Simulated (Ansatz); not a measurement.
# C₅H₁₁FGeO: basis-set convergence

One table from this session's results is given with a row withheld; the runs are named, their logs left out.

Method: one geometry, several basis sets; program: Ansatz 0.2.0, Gaussian basis.

Levels to be run: PBE0-D4/def2-SVP; ωB97M-V/def2-SVP; PBE0-D4/def2-QZVPP; ωB97M-V/def2-QZVPP; the functionals' def2-TZVPP values are taken from earlier runs.

## The relaxed structure

All runs share one geometry, relaxed beforehand with PBE0-D4 in a triple-zeta def2 set.

SMILES `C=C[CH2][Ge]([CH3])([F])[O]C`, 19 atoms, charge 0, spin multiplicity 1.

Atoms are counted from 1 here; the program's logs count them from 0.

Bond lengths: C1–C2 1.327 Å, C1–H9 1.083 Å, C1–H10 1.085 Å, C2–C3 1.488 Å, C2–H11 1.088 Å, C3–Ge4 1.958 Å, C3–H12 1.092 Å, C3–H13 1.094 Å, Ge4–C5 1.926 Å, Ge4–F6 1.749 Å, Ge4–O7 1.769 Å, C5–H14 1.090 Å, C5–H15 1.091 Å, C5–H16 1.090 Å, O7–C8 1.409 Å, C8–H17 1.092 Å, C8–H18 1.096 Å, C8–H19 1.098 Å. Angles: C2–C1–H9 121.3°, C2–C1–H10 121.5°, H9–C1–H10 117.2°, C1–C2–C3 125.3°, C1–C2–H11 118.7°, C3–C2–H11 116.1°, C2–C3–Ge4 111.2°, C2–C3–H12 111.5°, C2–C3–H13 111.7°, Ge4–C3–H12 106.5°, Ge4–C3–H13 107.4°, H12–C3–H13 108.3°, C3–Ge4–C5 118.9°, C3–Ge4–F6 104.5°, C3–Ge4–O7 111.7°, C5–Ge4–F6 108.2°, C5–Ge4–O7 107.1°, F6–Ge4–O7 105.7° and more.

The first run:

in.yaml reads:

```yaml
crystal:
  periodic: [false, false, false]
  atoms:
    - {symbol: C, position_ang: [1.517788, 2.688256, 0.191594]}
    - {symbol: C, position_ang: [1.662713, 1.369480, 0.161005]}
    - {symbol: C, position_ang: [0.760121, 0.390638, 0.825308]}
    - {symbol: Ge, position_ang: [-0.497208, -0.396346, -0.453211]}
    - {symbol: C, position_ang: [0.119663, -0.812049, -2.229404]}
    - {symbol: F, position_ang: [-1.784250, 0.781529, -0.582960]}
    - {symbol: O, position_ang: [-1.252152, -1.860905, 0.189649]}
    - {symbol: C, position_ang: [-1.899323, -1.834032, 1.441206]}
    - {symbol: H, position_ang: [2.200634, 3.341818, -0.337484]}
    - {symbol: H, position_ang: [0.710651, 3.158004, 0.744583]}
    - {symbol: H, position_ang: [2.485164, 0.947965, -0.414083]}
    - {symbol: H, position_ang: [0.155963, 0.866319, 1.601337]}
    - {symbol: H, position_ang: [1.319956, -0.431165, 1.280483]}
    - {symbol: H, position_ang: [0.516038, 0.084858, -2.705433]}
    - {symbol: H, position_ang: [0.899620, -1.573309, -2.188698]}
    - {symbol: H, position_ang: [-0.716693, -1.191791, -2.816059]}
    - {symbol: H, position_ang: [-2.302836, -2.830716, 1.633314]}
    - {symbol: H, position_ang: [-2.728146, -1.117694, 1.456773]}
    - {symbol: H, position_ang: [-1.209701, -1.585359, 2.258380]}
basis:
  gaussian: {orbitals: def2-SVP}
hamiltonian: {xc: pbe0, dispersion: d4}
output: {orbitals: {seedname: orbitals}}
```

Among the steps run: PBE0-D4 in def2-SVP; ωB97M-V in def2-SVP; PBE0-D4 in def2-QZVPP; ωB97M-V in def2-QZVPP.

One table of the session follows, with a row left open; its other results are not shown here.

It belongs to the step «Functionals by basis». 

| functional | basis | HOMO (eV) | LUMO (eV) |
| --- | --- | --- | --- |
| PBE0-D4 | def2-SVP | ? | ? |
| PBE0-D4 | def2-TZVPP | -7.16 | -0.01 |
| PBE0-D4 | def2-QZVPP | -7.18 | -0.09 |
| ωB97M-V | def2-SVP | -9.29 | 2.38 |
| ωB97M-V | def2-TZVPP | -9.35 | 2.05 |
| ωB97M-V | def2-QZVPP | -9.37 | 1.52 |

Q: Estimate the row for PBE0-D4, def2-SVP from the others.

As computed: HOMO (eV): -7.10; LUMO (eV): 0.20. In the column «HOMO (eV)» it is the highest.
